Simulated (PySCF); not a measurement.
# C4H9BS: electronic excitations at several levels of theory

Aim: compute the electronic excitations of C4H9BS (`C#C[BH2-][S+](C)C`) at several levels, and see how far they spread and what each costs.

The runs use PySCF 2.14.0, with density-fitted response routines of our own; the level of theory stands in each step. All values are computed, except where a source is named. Atoms count from 0, in the outputs and in this text.

### Step 1. Starting geometry

15 atoms, charge 0, multiplicity 1; geometry from: GFN2-xTB.

Bonds of the start (Å): C0–C1 1.20, C1–B2 1.54, B2–S3 2.01, S3–C4 1.82, S3–C5 1.82, C0–H6 1.05, B2–H7 1.19, B2–H8 1.19, C4–H9 1.09, C4–H10 1.09, C4–H11 1.09, C5–H12 1.08, C5–H13 1.09, C5–H14 1.09.

### Step 2. Relaxing the molecule at PBE0-D3(BJ)/def2-SVP

The job: settings as JSON, then the geometry in Å.

```
{"job": {"xc": "PBE0", "basis": "def2-SVP", "d3": "d3bj", "grid": 1, "kind": "geom"}, "charge": 0, "multiplicity": 1}
C      1.816262    -0.604377    -1.528864
C      1.615128    -0.302324    -0.381863
B      1.289942     0.088284     1.073537
S     -0.705084     0.361267     1.116732
C     -1.275017    -1.177445     0.336597
C     -0.925982     1.476912    -0.300133
H      2.034461    -0.871273    -2.523905
H      1.709626     1.148988     1.404523
H      1.455875    -0.780024     1.867033
H     -1.205948    -1.961669     1.083222
H     -2.305837    -1.056653     0.018805
H     -0.623561    -1.406598    -0.503061
H     -0.623662     2.468145     0.020964
H     -1.971641     1.483747    -0.590976
H     -0.288975     1.141011    -1.114523
```

Output:

```text
step   0  E = -580.19583780  max force = 0.026701
step   1  E = -580.19969094  max force = 0.003774
step   2  E = -580.19981597  max force = 0.001174
step   3  E = -580.19986121  max force = 0.000921
step   4  E = -580.19989963  max force = 0.000839
step   5  E = -580.19991310  max force = 0.000828
step   6  E = -580.19991630  max force = 0.000399
optimisation converged
```

Wall time 47 s (1 thread, shared host).

Step by step:

```
step  energy from step 0 (eV)  largest force component (eV/Å)
   0                   0.0000                          1.3730
   1                  -0.1048                          0.1941
   2                  -0.1083                          0.0604
   3                  -0.1095                          0.0474
   4                  -0.1105                          0.0431
   5                  -0.1109                          0.0426
   6                  -0.1110                          0.0205
```

Distances of close pairs at the start and the end, largest changes first:

```
 bond  before (Å)  after (Å)  change (Å)
B2–S3       2.014      1.971      -0.043
B2–H7       1.188      1.221      +0.033
B2–H8       1.188      1.221      +0.033
C0–H6       1.053      1.075      +0.022
S3–C4       1.817      1.799      -0.018
S3–C5       1.817      1.799      -0.018
C0–C1       1.203      1.220      +0.017
C1–B2       1.542      1.557      +0.016
```

The final coordinates are the input of the step that follows.

```
                         at the end point                value
  point group (found at 0.08 Å tolerance)                   Cs
rotational constants (GHz, main isotopes)  3.971, 1.916, 1.883
                        dipole moment (D)                 4.83
```

### Step 3. Ultraviolet spectrum: HF/def2-SVPD

The job: settings as JSON, then the geometry in Å.

```
{"job": {"kind": "uv", "xc": "HF", "basis": "def2-SVPD", "ip": true}, "charge": 0, "multiplicity": 1}
C      1.852139    -0.498403    -1.456163
C      1.598388    -0.190393    -0.303070
B      1.207463     0.208599     1.150538
S     -0.744115     0.483807     1.172788
C     -1.397736    -1.031155     0.456135
C     -1.030300     1.634671    -0.180039
H      2.117744    -0.772670    -2.460650
H      1.617552     1.294836     1.526911
H      1.345833    -0.665009     1.991639
H     -1.235139    -1.825508     1.196357
H     -2.472932    -0.914733     0.265679
H     -0.843462    -1.263770    -0.464791
H     -0.626433     2.604025     0.140243
H     -2.108990     1.724159    -0.365303
H     -0.491054     1.284893    -1.072376
```

Level: TDDFT HF/def2-SVPD, vertical, gas phase, core orbitals frozen in the response.

Output:

```text
final grid: 116136 points
cycle   1  E = -578.5152953011  dE =  8.533e-01  |g| = 4.679e-01  |ddm| = 5.573e+00
cycle   2  E = -578.5949347672  dE = -7.964e-02  |g| = 1.883e-01  |ddm| = 1.504e+00
cycle   3  E = -578.6048788611  dE = -9.944e-03  |g| = 6.790e-02  |ddm| = 5.310e-01
cycle   4  E = -578.6064999400  dE = -1.621e-03  |g| = 2.300e-02  |ddm| = 2.789e-01
cycle   5  E = -578.6066494217  dE = -1.495e-04  |g| = 4.861e-03  |ddm| = 4.616e-02
cycle   6  E = -578.6066623869  dE = -1.297e-05  |g| = 1.299e-03  |ddm| = 2.009e-02
cycle   7  E = -578.6066636959  dE = -1.309e-06  |g| = 5.160e-04  |ddm| = 4.709e-03
cycle   8  E = -578.6066639493  dE = -2.534e-07  |g| = 2.154e-04  |ddm| = 2.145e-03
cycle   9  E = -578.6066640244  dE = -7.504e-08  |g| = 1.086e-04  |ddm| = 7.807e-04
cycle  10  E = -578.6066640486  dE = -2.425e-08  |g| = 3.616e-05  |ddm| = 4.992e-04
cycle  11  E = -578.6066640509  dE = -2.312e-09  |g| = 8.120e-06  |ddm| = 2.030e-04
cycle  12  E = -578.6066640510  dE = -7.367e-11  |g| = 2.259e-06  |ddm| = 4.088e-05
converged SCF energy = -578.6066640510

Static polarisability (au): isotropic 81.083, principal 75.845 78.351 89.052

Singlet excitations
state   eV       nm        f      main configurations
  1   5.6153    220.8   0.00031   H->L+7 0.42, H->L+10 0.10
  2   6.2299    199.0   0.00396   H-1->L+7 0.27, H->L+9 0.25
  3   6.3577    195.0   0.00174   H-1->L+9 0.48, H-1->L+11 0.10
  4   7.8142    158.7   0.01930   H->L+3 0.33, H->L+1 0.26, H->L 0.14
  5   7.9061    156.8   0.01937   H-2->L+2 0.23, H-1->L+2 0.16, H-2->L+11 0.13
  6   8.0174    154.6   0.04707   H-1->L+1 0.33, H-1->L+3 0.28, H-1->L 0.14
  7   8.4575    146.6   0.31942   H-1->L 0.36, H-2->L 0.33
  8   8.6230    143.8   0.02489   H->L+4 0.40, H->L 0.16, H->L+1 0.14
  9   8.7916    141.0   0.07512   H->L+2 0.62
 10   8.8968    139.4   0.05369   H-1->L+1 0.25, H-1->L+3 0.21, H-2->L+1 0.10

Triplet excitations (Tamm-Dancoff, eV): 4.4180 5.2127 5.3035 6.1687
Vertical ionisation energy (delta-SCF) = 8.2021 eV
```

Wall time 23 s (1 thread, shared host).

Frontier orbitals and where they lie:

```
orbital      eV                      atoms
 HOMO−3  -12.52  B2 25 %, S3 24 %, H7 12 %
 HOMO−2  -11.64    S3 52 %, B2 9 %, C5 9 %
 HOMO−1   -9.94  C0 37 %, C1 36 %, S3 11 %
   HOMO   -9.76  C0 38 %, C1 36 %, B2 10 %
   LUMO    1.96  S3 52 %, B2 14 %, H13 6 %
 LUMO+1    2.47   S3 62 %, C0 7 %, H13 5 %
 LUMO+2    2.49   S3 68 %, H9 6 %, H12 6 %
```

With each of the 10 states as a Gaussian band of 0.4 eV half-width at 1/e, the curve within the window shown has maxima at 198 nm (ε 230), 146 nm (ε 17,000) L/(mol cm). Beyond the last state computed it falls off for lack of states. The curve at chosen wavelengths:

```csv
nm,ε (L/mol/cm)
135,2883
139,8585
144,16076
148,15883
153,9436
157,5298
162,2336
166,974
171,225
175,56
180,28
184,59
189,133
193,193
198,227
202,208
207,150
211,100
216,55
220,34
225,19
229,13
234,8
238,5
243,3
247,1
```

Ground-state properties from the same run:

```
           property  computed
  dipole moment (D)      4.90
polarisability (Å³)     12.02
 HOMO–LUMO gap (eV)     11.72
      −ε(HOMO) (eV)      9.76
```

### Step 4. Excited states and response: LDA/def2-SVPD

The job, as its differences from that of step 3:

```diff
@@ -1,2 +1,2 @@
-{"job": {"kind": "uv", "xc": "HF", "basis": "def2-SVPD", "ip": true}, "charge": 0, "multiplicity": 1}
+{"job": {"kind": "uv", "xc": "LDA", "basis": "def2-SVPD", "ip": true}, "charge": 0, "multiplicity": 1}
 C      1.852139    -0.498403    -1.456163
```

Method: TDDFT LDA/def2-SVPD, vertical, gas phase, core orbitals frozen in the response.

Output:

```text
coarse grid: 12640 points
cycle   1  E = -577.2164567425  dE =  2.733e-01  |g| = 6.140e-01  |ddm| = 9.727e+00
cycle   2  E = -576.9868427791  dE =  2.296e-01  |g| = 1.055e+00  |ddm| = 3.523e+00
cycle   3  E = -577.2969159616  dE = -3.101e-01  |g| = 3.831e-01  |ddm| = 2.751e+00
cycle   4  E = -577.3341872026  dE = -3.727e-02  |g| = 7.386e-02  |ddm| = 5.927e-01
cycle   5  E = -577.3354315504  dE = -1.244e-03  |g| = 3.367e-02  |ddm| = 2.408e-01
cycle   6  E = -577.3358049700  dE = -3.734e-04  |g| = 6.012e-03  |ddm| = 8.275e-02
cycle   7  E = -577.3358153883  dE = -1.042e-05  |g| = 1.638e-03  |ddm| = 2.146e-02
cycle   8  E = -577.3358161705  dE = -7.822e-07  |g| = 3.906e-04  |ddm| = 4.485e-03
final grid: 116136 points
cycle   9  E = -577.4324982102  dE = -4.845e-05  |g| = 3.481e-03  |ddm| = 1.578e-01
cycle  10  E = -577.4324916093  dE =  6.601e-06  |g| = 6.088e-03  |ddm| = 1.220e-02
cycle  11  E = -577.4325002438  dE = -8.635e-06  |g| = 2.107e-03  |ddm| = 8.507e-03
cycle  12  E = -577.4325013275  dE = -1.084e-06  |g| = 6.746e-04  |ddm| = 3.490e-03
cycle  13  E = -577.4325014471  dE = -1.195e-07  |g| = 1.206e-04  |ddm| = 1.119e-03
cycle  14  E = -577.4325014517  dE = -4.637e-09  |g| = 2.110e-05  |ddm| = 3.215e-04
cycle  15  E = -577.4325014518  dE = -1.116e-10  |g| = 8.207e-06  |ddm| = 6.283e-05
converged SCF energy = -577.4325014518

Static polarisability (au): isotropic 90.410, principal 82.702 87.402 101.127

Singlet excitations
state   eV       nm        f      main configurations
  1   5.2459    236.3   0.00890   H->L 0.97
  2   5.3484    231.8   0.00041   H->L+1 0.99
  3   5.5484    223.5   0.00059   H-1->L 0.99
  4   5.8059    213.5   0.00096   H->L+2 0.95
  5   5.8270    212.8   0.00009   H->L+3 0.96
  6   5.9262    209.2   0.06464   H-1->L+1 0.66, H-1->L+2 0.25
  7   6.2076    199.7   0.00624   H-1->L+3 0.97
  8   6.2777    197.5   0.00721   H-1->L+2 0.64, H->L+4 0.21, H-1->L+1 0.11
  9   6.6663    186.0   0.00052   H->L+5 0.96
 10   6.7147    184.6   0.00946   H-1->L+4 0.88

Triplet excitations (Tamm-Dancoff, eV): 5.0347 5.1415 5.2045 5.4705
Vertical ionisation energy (delta-SCF) = 9.0985 eV
```

Run time: 71 s. Hardware: 1 thread, shared host.

Key values: HOMO -6.01 eV, LUMO -0.83 eV; lowest singlet 5.25 eV.

### Step 5. Ultraviolet spectrum: PBE/def2-SVPD

The job, as its differences from that of step 4:

```diff
@@ -1,2 +1,2 @@
-{"job": {"kind": "uv", "xc": "LDA", "basis": "def2-SVPD", "ip": true}, "charge": 0, "multiplicity": 1}
+{"job": {"kind": "uv", "xc": "PBE", "basis": "def2-SVPD", "ip": true}, "charge": 0, "multiplicity": 1}
 C      1.852139    -0.498403    -1.456163
```

With the program's defaults for keys left out, this is: TDDFT PBE/def2-SVPD, vertical, gas phase, core orbitals frozen in the response.

Output:

```text
coarse grid: 12640 points
cycle   1  E = -579.9340611479  dE =  2.836e-01  |g| = 5.962e-01  |ddm| = 8.624e+00
cycle   2  E = -579.7232554097  dE =  2.108e-01  |g| = 1.013e+00  |ddm| = 3.441e+00
cycle   3  E = -580.0119295615  dE = -2.887e-01  |g| = 3.720e-01  |ddm| = 2.544e+00
cycle   4  E = -580.0470487630  dE = -3.512e-02  |g| = 7.099e-02  |ddm| = 5.495e-01
cycle   5  E = -580.0482317979  dE = -1.183e-03  |g| = 3.128e-02  |ddm| = 2.319e-01
cycle   6  E = -580.0485592681  dE = -3.275e-04  |g| = 5.508e-03  |ddm| = 8.186e-02
cycle   7  E = -580.0485680216  dE = -8.753e-06  |g| = 1.585e-03  |ddm| = 1.757e-02
final grid: 116136 points
cycle   8  E = -580.1370546198  dE = -3.628e-05  |g| = 1.305e-02  |ddm| = 1.877e-01
cycle   9  E = -580.1369712421  dE =  8.338e-05  |g| = 2.161e-02  |ddm| = 5.813e-02
cycle  10  E = -580.1370960324  dE = -1.248e-04  |g| = 4.761e-03  |ddm| = 3.590e-02
cycle  11  E = -580.1371020693  dE = -6.037e-06  |g| = 1.281e-03  |ddm| = 6.959e-03
cycle  12  E = -580.1371025197  dE = -4.504e-07  |g| = 1.735e-04  |ddm| = 2.614e-03
cycle  13  E = -580.1371025286  dE = -8.912e-09  |g| = 5.426e-05  |ddm| = 4.592e-04
cycle  14  E = -580.1371025295  dE = -8.952e-10  |g| = 1.251e-05  |ddm| = 1.427e-04
converged SCF energy = -580.1371025295

Static polarisability (au): isotropic 88.985, principal 81.392 85.977 99.585

Singlet excitations
state   eV       nm        f      main configurations
  1   5.2188    237.6   0.00709   H->L 0.98
  2   5.3420    232.1   0.00024   H->L+1 0.99
  3   5.4966    225.6   0.00062   H-1->L 1.00
  4   5.7364    216.1   0.00137   H->L+2 0.99
  5   5.8126    213.3   0.04842   H-1->L+1 0.73, H-1->L+2 0.21
  6   5.8731    211.1   0.00005   H->L+3 0.99
  7   6.1690    201.0   0.02009   H-1->L+2 0.46, H-1->L+3 0.39, H->L+4 0.08
  8   6.2553    198.2   0.00255   H-1->L+3 0.58, H-1->L+2 0.20, H->L+4 0.15
  9   6.5590    189.0   0.00066   H->L+5 0.99
 10   6.6866    185.4   0.01076   H-1->L+4 0.82, H->L+6 0.17

Triplet excitations (Tamm-Dancoff, eV): 4.9153 5.0615 5.1138 5.4099
Vertical ionisation energy (delta-SCF) = 8.9209 eV
```

Run time: 96 s. Hardware: 1 thread, shared host.

Key values: HOMO -5.86 eV, LUMO -0.69 eV; lowest singlet 5.22 eV.

(Part 1 of 2 ends here.)
